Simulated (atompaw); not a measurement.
# A PAW (atompaw) potential for Mo, from input to tests

Task: generate the file, and judge it by its logarithmic derivatives, its ghosts and its cutoff.

Method: atompaw 4.2.0.5, LDA (PW92), scalar-relativistic.

### 1 Settings

Typed settings, in words:

```json
{"element": "molybdenum (Mo, Z = 42)", "type": "PAW", "frozen core": "[Kr]", "valence charge": "6", "reference configuration": "4d5 5s0 5p1", "partial waves": "5s (bound, empty): rc 3.00 bohr; 5s channel at 4.8 Ry: rc 3.00 bohr; 5p (bound): rc 3.00 bohr; 5p channel at 2.75 Ry: rc 3.00 bohr; 4d (bound): rc 2.35 bohr; 4d channel at 3.25 Ry: rc 2.35 bohr", "local potential": "troulliermartins scheme with l = 3 at 0 Ry, radius 2.15 bohr", "core correction": "smooth core density matched at 2.85 bohr", "augmentation charge": "besselshape compensation charge, radius 2.25 bohr; PAW radius 3.00 bohr; waves and projectors: custom polynom2 7 10 vanderbiltortho"}
```

An earlier all-electron run gives the scale for the radii.

All-electron outer shells of the reference configuration (LDA (PW92), scalar-relativistic, ld1.x):

| shell | level (eV) | outermost node (bohr) | outermost maximum (bohr) |
| --- | --- | --- | --- |
| 4s | -65.78 | 0.51 | 0.99 |
| 4p | -39.95 | 0.52 | 1.06 |
| 5s | -5.23 | 1.34 | 2.86 |
| 4d | -5.20 | 0.53 | 1.38 |
| 5p | -1.89 | 1.54 | 3.91 |

### 2 The generation run

Contents of Mo.input:

```
Mo 42
LDA-PW scalarrelativistic loggrid 1500 logderivrange -2 5 176
5 5 4 0 0 0
5 0 0
5 1 1
4 2 5
0 0 0
c
c
c
c
v
c
c
c
v
c
v
2
3.00 2.25 2.15 2.85
y
4.8
n
y
2.75
n
y
3.25
n
custom polynom2 7 10 vanderbiltortho besselshape
3 0 troulliermartins
3.00
3.00
3.00
3.00
2.35
2.35
PWSCFOUT
UPFDX 0.0125d0 UPFXMIN -7.d0 UPFZMESH 42.d0
END
```

Launch:

```console
$ atompaw < Mo.input > Mo.log
```

Before running it: what results should come out? Wanted: cutoffs for 10 and 1 mRy, occupied levels; bound ghosts; largest phase difference near zero energy, channels read; lowest eigenvalue of the overlap; share of valence orbitals outside the PAW sphere; UPF file.

The runs gave:

```
                                                quantity                      value
               cutoffs for 10 and 1 mRy, occupied levels            25 Ry and 40 Ry
                                            bound ghosts             s at -12.54 eV
largest phase difference near zero energy, channels read                  0.122 rad
         lowest eigenvalue of the overlap (Bessel basis)                  0.644 (s)
        share of valence orbitals outside the PAW sphere  5s 60 %, 5p 86 %, 4d 13 %
                                                UPF file                    written
```

In words: It has a bound ghost (s), a state that the atom doesn't have, and that rules the file out. It counts as soft on the atom, with 25 Ry needed at the looser tolerance. The slowest occupied level is 4d: taken alone it needs 25 Ry to come within 1 mRy, against 6 Ry or less for 5p. Near zero energy the largest phase difference among the channels read is 0.12 rad, in the s channel (at the energies tabulated). The pseudo curves have a pole with no partner nearby in the atom's: s at -0.90 Ry. All of this concerns the isolated atom, not yet a solid.
